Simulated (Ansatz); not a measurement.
Crystal: CsLiCr2Te2S3.

```
Cs Li Cr Te S
1.0
     3.60358    0.00000    0.00000
    -1.80179    3.12079    0.00000
     0.00000    0.00000   19.06651
Cs Li Cr Te S
1 1 2 2 3
Direct
  0.00000 0.00000 0.37399
  0.66667 0.33333 0.01607
  0.00000 0.00000 0.86637
  0.33333 0.66667 0.16833
  0.33333 0.66667 0.53891
  0.66667 0.33333 0.77276
  0.00000 0.00000 0.10030
  0.33333 0.66667 0.92920
  0.66667 0.33333 0.23408
```

The cell was built by a generator and needn't be a form met in nature.

- Program: Ansatz 0.2.0
- Task: relaxation of cell and atoms
- Functional: PBE
- Dispersion: D3(BJ)
- Potentials or basis: Ansatz PAW
- Cutoff: 420 eV (not typed: the program's choice for these potentials)
- k mesh: 6 × 6 × 1
- Occupations: fermi-dirac, width 0.05 eV
- Spin: collinear spin, ferromagnetic start
- Starting moments: [0.0, 0.0, 3.0, 3.0, 0.0, 0.0, 0.0, 0.0, 0.0] μB

At the start: volume 23.82 Å³/atom.

Q: Where does the relaxation end?

A: It ends after 17 steps and the volume is 22.00 Å³/atom (-7.7 %); space group P3m1 (No. 156, to 0.05 Å); moment 5.82 μB per cell.

Step by step:
| step | energy change (eV) | largest force (eV/Å) | volume (Å³) |
| --- | --- | --- | --- |
| 1 | 0.0000 | 2.0599 | 214.42 |
| 2 | -0.0137 | 0.2378 | 215.01 |
| 3 | -0.0549 | 0.3027 | 210.24 |
| 4 | -0.1080 | 0.2803 | 205.38 |
| 5 | -0.1370 | 1.7314 | 198.55 |
| 6 | -0.1503 | 0.0817 | 199.82 |
| 7 | -0.1532 | 0.0942 | 198.97 |
| 8 | -0.1550 | 0.0781 | 198.74 |
| 9 | -0.1574 | 0.0744 | 198.18 |
| 10 | -0.1576 | 0.0470 | 197.85 |
| 11 | -0.1578 | 0.0539 | 197.96 |
| 12 | -0.1579 | 0.0651 | 197.98 |
| 13 | -0.1582 | 0.0148 | 197.89 |
| 14 | -0.1582 | 0.0130 | 197.90 |
| 15 | -0.1582 | 0.0106 | 197.95 |
| 16 | -0.1582 | 0.0050 | 197.98 |
| 17 | -0.1564 | 0.0050 | 197.98 |

Final structure:
```yaml
crystal:
  lattice:
    - [3.56948, 0.00000, 0.00000]
    - [-1.78474, 3.09126, 0.00000]
    - [0.00000, 0.00000, 17.94216]
  atoms:
    - { symbol: Cs, position: [0.00000, 0.00000, 0.38704] }
    - { symbol: Li, position: [0.66667, 0.33333, 0.01620] }
    - { symbol: Cr, position: [0.00000, 0.00000, 0.85337] }
    - { symbol: Cr, position: [0.33333, 0.66667, 0.17106] }
    - { symbol: Te, position: [0.33333, 0.66667, 0.55966] }
    - { symbol: Te, position: [0.66667, 0.33333, 0.75137] }
    - { symbol: S, position: [0.00000, 0.00000, 0.09890] }
    - { symbol: S, position: [0.33333, 0.66667, 0.92194] }
    - { symbol: S, position: [0.66667, 0.33333, 0.24047] }
```

Caveat: the plane-wave basis is chosen anew once the cell has moved, so the energies of steps on either side of that aren't comparable; only a ferromagnetic start was run, and an antiferromagnetic order may lie lower in energy; pairwise dispersion overbinds metals, which lowers pressure and volume.
